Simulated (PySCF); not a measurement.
# Ga2H2S2F4: magnetic properties

Computed with PySCF 2.14.0 and routines of our own; the level stands in each step. Atoms count from 0.

## (1) The system as given

10 atoms, charge 0, multiplicity 1; geometry from: GFN2-xTB.

## (2) Magnetic properties: GIAO B3LYP/def2-SVP

Job settings and geometry (Å):

```
{"job": {"kind": "mag", "xc": "B3LYP", "basis": "def2-SVP"}, "charge": 0, "multiplicity": 1}
Ga    -1.206800    -0.532060    -0.718910
F     -2.057820    -1.940610    -0.093610
F     -1.778440     0.244650    -2.191490
S      1.073670    -1.265240    -0.860490
Ga     1.203700     0.532620     0.723920
F      2.064840     1.938900     0.106930
F      1.765440    -0.253890     2.195520
S     -1.073170     1.275180     0.852780
H      0.870740    -2.148390     0.129960
H     -0.862170     2.148850    -0.144610
```

Method: GIAO B3LYP/def2-SVP magnetisability, rotational g tensor and spin-rotation constants, non-relativistic, gas phase.

Started as:

```bash
OMP_NUM_THREADS=1 python excited_run.py task.json out
```

The driver reads the jobs from task.json and runs them one after another.

**Question.** How long does this first job take on 1 thread of Arm Neoverse V2, shared host, and how much memory does it need?

About 42 s, with a peak of 0.85 GiB.
